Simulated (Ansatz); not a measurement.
# ZnO4: the cost of one run

Computed with Ansatz 0.2.0 (DFT PBE, scalar-relativistic, plane waves, PAW, unless a step's input says otherwise).

### 1 The starting structure

Symmetry: Pm-3m, No. 221, cubic system. The conventional cell has a = 3.580 Å, b = 3.580 Å, c = 3.580 Å, α = 90.00°, β = 90.00°, γ = 90.00°. Zn (site symmetry m-3m) is surrounded by 12 O at 2.53 Å. O (site symmetry m-3m) is surrounded by 6 O at 1.79 Å. O (site symmetry 4/mmm) is surrounded by 10 O at 1.79 to 2.53 Å and 4 Zn at 2.53 Å.

Structure file:

```cif
data_structure
_symmetry_space_group_name_H-M 'Pm-3m'
_symmetry_Int_Tables_number 221
_cell_length_a 3.5795
_cell_length_b 3.5795
_cell_length_c 3.5795
_cell_angle_alpha 90.000
_cell_angle_beta 90.000
_cell_angle_gamma 90.000
_cell_volume 45.86
loop_
_atom_site_label
_atom_site_type_symbol
_atom_site_symmetry_multiplicity
_atom_site_Wyckoff_symbol
_atom_site_fract_x
_atom_site_fract_y
_atom_site_fract_z
_atom_site_occupancy
Zn1 Zn 1 b 0.50000 0.50000 0.50000 1
O1 O 1 a 0.00000 0.00000 0.00000 1
O2 O 3 d 0.50000 0.00000 0.00000 1
```

It is the end of an earlier relaxation with the same method, from a generated guess; it is a trial structure. At a tolerance of 0.05 Å it has space group Pm-3m (No. 221); it has 9.17 Å³/atom, an uncorrected energy of +0.90 eV/atom over the elements.

### 2 Static run: bands, density of states and charges

input.yaml

```yaml
crystal:
  lattice:
    - [3.57952925, 0.0, 0.0]
    - [0.0, 3.57952925, 0.0]
    - [0.0, 0.0, 3.57952925]
  atoms:
    - { symbol: Zn, position: [0.5, 0.5, 0.5] }
    - { symbol: O, position: [0.0, 0.0, 0.0] }
    - { symbol: O, position: [0.5, 0.0, 0.0] }
    - { symbol: O, position: [0.0, 0.5, 0.0] }
    - { symbol: O, position: [0.0, 0.0, 0.5] }
basis:
  ecutwfc: 420
kpoints:
  mp_grid: { grid: [10, 10, 10] }
  band_path:
    path:
      - [[0.0, 0.0, 0.0], [0.0, 0.5, 0.0], [0.5, 0.5, 0.0], [0.0, 0.0, 0.0], [0.5, 0.5, 0.5], [0.0, 0.5, 0.0]]
      - [[0.5, 0.5, 0.5], [0.5, 0.5, 0.0]]
    npoints: 14
hamiltonian:
  xc: pbe
scf:
  occupations: { method: gaussian, width: 0.1 }
  n_extra_bands: 12
output:
  forces: true
  stress: true
  eigenvalues: true
  populations: true
  dos: { projected: true, de: 0.02, nscf_kmesh: { grid: [12, 12, 12] } }
  bader: true
  write_density: true
  write_potential: true
  elf: true
  volumetric_format: npy
checkpoint:
  read: start.run
  write: ck
  compress: false
  write_wavefunctions: false
  write_every: 100000
```

Command:

```sh
ansatz run input.yaml --threads 1 --pin off --max-ram 2560MiB --backend cpu --events-out ev --progress --plain --runs-dir out
```

What time and memory should one allow on 1 thread of AMD EPYC (Zen 3), shared host?

About 70 s, with a peak of 0.37 GiB.
